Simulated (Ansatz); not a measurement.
# BClGaH2: the cost of one run

Program: Ansatz 0.2.0. Level of theory: UKS B3LYP-D4/def2-SVP. These are calculated values, not measurements.

## 1. The starting structure

Bond lengths: B1–Ga2 2.030 Å, Ga2–Cl3 2.098 Å, B1–H4 1.162 Å, Ga2–H5 1.594 Å. Angles: B1–Ga2–Cl3 116.8°, B1–Ga2–H5 130.8°, Cl3–Ga2–H5 112.3°, Ga2–B1–H4 139.8°.

Structure file:

```xyz
5

B    -1.4013    0.2947   -0.2467
Ga    0.5454    0.0936    0.2932
Cl    1.2810   -1.8631    0.4754
H    -2.0627    0.2868   -1.2017
H     1.6376    1.1880    0.6798
```

## 2. Relaxing end A

Contents of input.yaml:

```yaml
crystal:
  periodic: [false, false, false]
  atoms:
    - { symbol: B, position_ang: [-1.40127, 0.29469, -0.24673] }
    - { symbol: Ga, position_ang: [0.54539, 0.0936, 0.29324] }
    - { symbol: Cl, position_ang: [1.28098, -1.86306, 0.4754] }
    - { symbol: H, position_ang: [-2.06268, 0.28681, -1.20171] }
    - { symbol: H, position_ang: [1.63759, 1.18796, 0.67981] }
magnetization:
  spin_polarized: true
  initial_magnetization: 1
basis:
  gaussian: { orbitals: def2-SVP }
hamiltonian:
  xc: b3lyp
  dispersion: d4
relax:
  f_tol: 0.015
  max_steps: 40
```

Started as:

```bash
ansatz run input.yaml --threads 2 --pin off --max-ram 3072MiB --backend cpu --events-out ev --progress --plain --runs-dir out
```

Q: Estimate wall time and peak memory on 2 threads of Intel Xeon 6975P-C (Granite Rapids), shared host.

About 13 s, with a peak of 0.22 GiB.
